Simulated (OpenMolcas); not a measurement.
# B97-1/6-311G(d,p) run of BNH3F3 (SMILES [NH3+][B-](F)(F)F)

Aim: the energy change on altering one bond length of BNH3F3 at B97-1/6-311G**, from 2 runs. 

The calculation is run with OpenMolcas 26.06.

**1. Starting point**

BNH3F3 has 8 atoms, charge 0, and is taken as a singlet. As SMILES, `[NH3+][B-](F)(F)F`. Geometry: relaxed at PBE0-D4/def2-TZVP.

Bond lengths: N1–B2 1.674 Å, B2–F3 1.368 Å, B2–F4 1.368 Å, B2–F5 1.368 Å, N1–H6 1.015 Å, N1–H7 1.015 Å, N1–H8 1.015 Å. Some angles: N1–B2–F3 104.1°, N1–B2–F4 104.1°, N1–B2–F5 104.1°, F3–B2–F4 114.2°, F3–B2–F5 114.2°, F4–B2–F5 114.2°, B2–N1–H6 110.1°, B2–N1–H7 110.1°, B2–N1–H8 110.1°, H6–N1–H7 108.9°.

**2. A single-point energy at B97-1/6-311G(d,p)**

File coord.xyz:

```xyz
8

N     -0.501800    -0.052400     0.645700
B      0.531500     0.038700    -0.668100
F      1.521100    -0.860400    -0.378100
F     -0.251400    -0.312100    -1.733900
F      0.943600     1.343300    -0.679400
H     -1.280300     0.587300     0.522000
H     -0.006300     0.194600     1.496700
H     -0.864300    -0.996100     0.739300
```

File job.input:

```
&GATEWAY
 BasLib
 $CurrDir
 Coord
 coord.xyz
 Basis
 6-311Gss
 Group
 NoSym

&SEWARD

&SCF
 KSDFT
 HYB_GGA_XC_B97_1
 PrOrbitals
 1 1
```

The basis set 6-311G** is read from a file made from the Basis Set Exchange's data (not shown).

Started as:

```sh
$ export MOLCAS_MEM=1860
$ pymolcas job.input > job.log
```

The log of the run, shortened:

```text
--- Start Module: gateway ---
[...]
--- Stop Module: gateway /rc=_RC_ALL_IS_WELL_ ---
--- Start Module: seward ---
[...]
      Basis functions          108
--- Stop Module: seward /rc=_RC_ALL_IS_WELL_ ---
[...]
--- Start Module: scf ---
[...]
       Convergence after  11 Iterations
[...]
::    Total KS-DFT energy                            -381.1526333264
[...]
      Total spin, S                                     0.0000000000
[...]
      Total electronic charge=   42.000000
      Total            charge=   -0.000000
[...]
      Dipole Moment (debye):
      Origin of the operator (angstrom)=    0.4552    0.0320   -0.5712
                   X= -3.8337E+00               Y= -3.3851E-01               Z=  4.8754E+00           Total=  6.2114E+00
      Quadrupole Moment (debye*angstrom):
[...]
--- Stop Module: scf /rc=_RC_ALL_IS_WELL_ ---
[...]
```

Wall time 14 s (1 thread of Intel Xeon Platinum 8375C at 2.90GHz (Ice Lake), shared host); peak memory 0.63 GiB.

**3. The distorted shape**

File coord.xyz:

```xyz
8

N     -0.465542     0.041991     0.636338
B      0.567758     0.133091    -0.677462
F      1.557358    -0.766009    -0.387462
F     -0.215142    -0.217709    -1.743262
F      0.979858     1.437691    -0.688762
H     -1.244042     0.681691     0.512638
H      0.029958     0.288991     1.487338
H     -0.864300    -0.996100     0.739300
```

File job.input:

```
* BF3H3N Kohn-Sham DFT

&GATEWAY
 BasLib=$CurrDir
 Coord=coord.xyz
 Basis=6-311Gss
 Group=NoSym

&SEWARD

&SCF
 KSDFT=HYB_GGA_XC_B97_1
 PrOrbitals=1 1
```

The basis set 6-311G** is read from a file made from the Basis Set Exchange's data (not shown).

Started as:

```sh
$ export MOLCAS_MEM=1860
$ pymolcas job.input > job.log
```

The log of the run, shortened:

```text
--- Start Module: gateway ---
[...]
--- Stop Module: gateway /rc=_RC_ALL_IS_WELL_ ---
--- Start Module: seward ---
[...]
      Basis functions          108
--- Stop Module: seward /rc=_RC_ALL_IS_WELL_ ---
[...]
--- Start Module: scf ---
[...]
       Convergence after  11 Iterations
[...]
::    Total KS-DFT energy                            -381.1461526748
[...]
      Total spin, S                                     0.0000000000
[...]
      Total electronic charge=   42.000000
      Total            charge=   -0.000000
[...]
      Dipole Moment (debye):
      Origin of the operator (angstrom)=    0.4910    0.1253   -0.5804
                   X= -3.8627E+00               Y= -4.1998E-01               Z=  4.8805E+00           Total=  6.2383E+00
      Quadrupole Moment (debye*angstrom):
[...]
--- Stop Module: scf /rc=_RC_ALL_IS_WELL_ ---
[...]
```

Run time: 14 s. Hardware: 1 thread of Intel Xeon Platinum 8375C at 2.90GHz (Ice Lake), shared host; peak memory 0.63 GiB.

**4. Outcome**

Level: B97-1/6-311G**.

| quantity | value |
| --- | --- |
| first shape: total energy | -381.15263 Eh |
| first shape: dipole moment | 6.21 D |
| first shape: HOMO energy | -9.51 eV |
| first shape: LUMO energy | 0.01 eV |
| first shape: HOMO–LUMO gap | 9.52 eV |
| distorted shape: total energy | -381.14615 Eh |
| distorted shape: dipole moment | 6.24 D |
| distorted shape: HOMO energy | -9.50 eV |
| distorted shape: LUMO energy | -0.27 eV |
| distorted shape: HOMO–LUMO gap | 9.23 eV |
| energy change with the N1–H8 bond stretched from 1.015 to 1.117 Å | 0.176 eV |

In words: With the N1–H8 bond stretched from 1.015 to 1.117 Å the energy rises by 0.18 eV (4.1 kcal/mol). The first shape isn't relaxed at this level, so the change isn't measured from a minimum.
